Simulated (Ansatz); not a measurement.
# Si5Ge2: the cost of one run

Method: DFT PBE, scalar-relativistic, plane waves, PAW, unless a step names another level, in Ansatz 0.2.0.

4 further runs of the same task are left out: 4 set aside as unsound or not needed.

## 1. Plan

Pauling electronegativities: Si 1.90, Ge 2.01 (spread 0.11). No set of common oxidation states balances it. Tabulated atomic sizes suggest about 16 Å³/atom. 29 candidates were drawn, by swapping species into database cells of other compounds, at random by space group and Wyckoff sites, or by hand, as the table says:

```
name                made from  space group no.                     Wyckoff sites  atoms (primitive cell)  V (Å³/atom)
 c01                   random               12              Si 2d, 4e, 4h; Ge 4f                       7         17.1
 c02                   random              146          Si 3a, 3a, 9b; Ge 3a, 3a                       7         19.9
 c03                   random              191                  Si 3f, 2e; Ge 2c                       7         18.7
 c04                   random              123          Si 2f, 1d, 2g; Ge 1b, 1c                       7         18.3
 c05                   random              119              Si 8h, 2d; Ge 2b, 2c                       7         16.0
 c06  database cell of Cu5Ge2              166              Si 6c, 6c, 3a; Ge 6c                       7         15.7
 c07                   random              187          Si 1d, 1a, 2i, 1e; Ge 2g                       7         18.6
 c08                   random               12          Si 2c, 4h, 4g; Ge 2d, 2a                       7         20.0
 c09                   random              166              Si 9e, 3b, 3a; Ge 6c                       7         16.8
 c10                   random              150                  Si 3e, 2d; Ge 2c                       7         17.3
 c11  database cell of Ga2Te5               87                  Si 8h, 2a; Ge 4d                       7         17.8
 c12                   random               65                  Si 8q, 2c; Ge 4i                       7         16.8
 c13                   random               65                  Si 8p, 2a; Ge 4k                       7         17.8
 c14                   random               99              Si 2c, 2c, 1a; Ge 2c                       7         18.4
 c15  database cell of Rb2Te5               12                  Si 2a, 8j; Ge 4i                       7         17.8
 c16                   random                2  Si 1d, 1e, 1a, 1h, 1g; Ge 1f, 1b                       7         17.3
 c17                   random               65              Si 4i, 4g, 2c; Ge 4l                       7         17.3
 c18                   random               65              Si 4k, 4j, 2b; Ge 4k                       7         19.6
 c19                   random               79              Si 2a, 8c; Ge 2a, 2a                       7         18.5
 c20                   random              189                  Si 2c, 3g; Ge 2e                       7         18.7
 c21                   random               21              Si 4k, 2c, 4j; Ge 4h                       7         17.7
 c22                   random              191              Si 2d, 3g; Ge 1a, 1b                       7         19.1
 c23                   random              191                  Si 3f, 2d; Ge 2e                       7         15.6
 c25                   random              166              Si 3b, 6c, 6c; Ge 6c                       7         18.3
 c26                   random              115                  Si 4j, 1c; Ge 2g                       7         18.1
 c27   database cell of Nb2O5               12              Si 4i, 2a, 4i; Ge 4i                       7         21.2
 c28                   random              216             Si 16e, 4a; Ge 4d, 4c                       7         19.7
 c29   database cell of Ta2O5               47      Si 2q, 1h, 1b, 1e; Ge 1d, 1a                       7         18.5
 c30                   random              189                  Si 2c, 3g; Ge 2d                       7         17.4
```

## 2. Screening run of c02

input.yaml reads:

```yaml
crystal:
  lattice:
    - [3.17817193, 1.83491842, 3.97212513]
    - [-3.17817193, 1.83491842, 3.97212513]
    - [0.0, -3.66983684, 3.97212513]
  atoms:
    - { symbol: Si, position: [0.49243086, 0.49243086, 0.49243086] }
    - { symbol: Si, position: [0.12495523, 0.12495523, 0.12495523] }
    - { symbol: Si, position: [0.14076898, 0.20805763, 0.61125174] }
    - { symbol: Si, position: [0.61125174, 0.14076898, 0.20805763] }
    - { symbol: Si, position: [0.20805763, 0.61125174, 0.14076898] }
    - { symbol: Ge, position: [0.9272883, 0.9272883, 0.9272883] }
    - { symbol: Ge, position: [0.71967493, 0.71967493, 0.71967493] }
basis:
  ecutwfc: 420
kpoints:
  mp_grid: { grid: [3, 3, 3] }
hamiltonian:
  xc: pbe
scf:
  occupations: { method: gaussian, width: 0.2 }
  lower_state_search: "off"
output:
  forces: true
  stress: true
  eigenvalues: true
relax:
  adjacent_minimum: "off"
  f_tol: 0.08
  max_steps: 16
  cell: { stress_tol: 0.8 }
```

Launch:

```
$ ansatz run input.yaml --threads 1 --pin off --max-ram 2560MiB --backend cpu --events-out ev --progress --plain --runs-dir out
```

Q: Estimate wall time and peak memory on 1 thread of Intel Xeon at 2.50GHz (Skylake/Cascade Lake), shared host.

About 81 s, with a peak of 0.39 GiB.
